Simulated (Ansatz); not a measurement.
# Te5W: the cost of one run

Method: DFT PBE, scalar-relativistic, plane waves, PAW, in Ansatz 0.2.0.

### Step 1. The system as given

The structure is trigonal, space group R32 (No. 155). The conventional cell has a = 6.547 Å, b = 6.547 Å, c = 18.494 Å, α = 90.00°, β = 90.00°, γ = 120.00°. Te (site symmetry 2) has 10 Te at 3.77 to 3.79 Å and 2 W at 3.78 Å as nearest neighbours. Around Te (site symmetry 3) lie 9 Te at 3.77 to 3.79 Å and 3 W at 3.78 Å. Around W (site symmetry 32) lie 12 Te at 3.78 Å.

As a file:

```
CELL_PARAMETERS angstrom
3.27353 1.88997 6.16473
-3.27353 1.88997 6.16473
0.00000 -3.77995 6.16473
ATOMIC_POSITIONS crystal
Te 0.66591 0.33409 0.00000
Te 0.16713 0.16713 0.16713
Te 0.00000 0.66591 0.33409
Te 0.33409 0.00000 0.66591
Te 0.83287 0.83287 0.83287
W 0.50000 0.50000 0.50000
```

A structure generator made this guess: species swapped into a database cell of Mg5Sn (R32, No. 155), with Te on the Mg sites and W on the Sn sites. The dimensions are guesses.

### Step 2. Probe: one point on a coarse mesh

Contents of input.yaml:

```yaml
crystal:
  lattice:
    - [3.27352861, 1.88997263, 6.1647343]
    - [-3.27352861, 1.88997263, 6.1647343]
    - [0.0, -3.77994525, 6.1647343]
  atoms:
    - { symbol: Te, position: [0.66590683, 0.33409317, 0.0] }
    - { symbol: Te, position: [0.16713381, 0.16713381, 0.16713381] }
    - { symbol: Te, position: [0.0, 0.66590683, 0.33409317] }
    - { symbol: Te, position: [0.33409317, 0.0, 0.66590683] }
    - { symbol: Te, position: [0.83286619, 0.83286619, 0.83286619] }
    - { symbol: W, position: [0.5, 0.5, 0.5] }
basis:
  ecutwfc: 420
kpoints:
  mp_grid: { grid: [3, 3, 3] }
hamiltonian:
  xc: pbe
scf:
  occupations: { method: gaussian, width: 0.1 }
  lower_state_search: "off"
output:
  forces: true
  stress: true
  eigenvalues: true
```

The run is started by

```sh
ansatz run input.yaml --threads 1 --pin off --max-ram 2560MiB --backend cpu --events-out ev --progress --plain --runs-dir out
```

Q: Estimate wall time and peak memory on 1 thread of Arm Neoverse V2, shared host.

About 5.9 s, with a peak of 0.43 GiB.
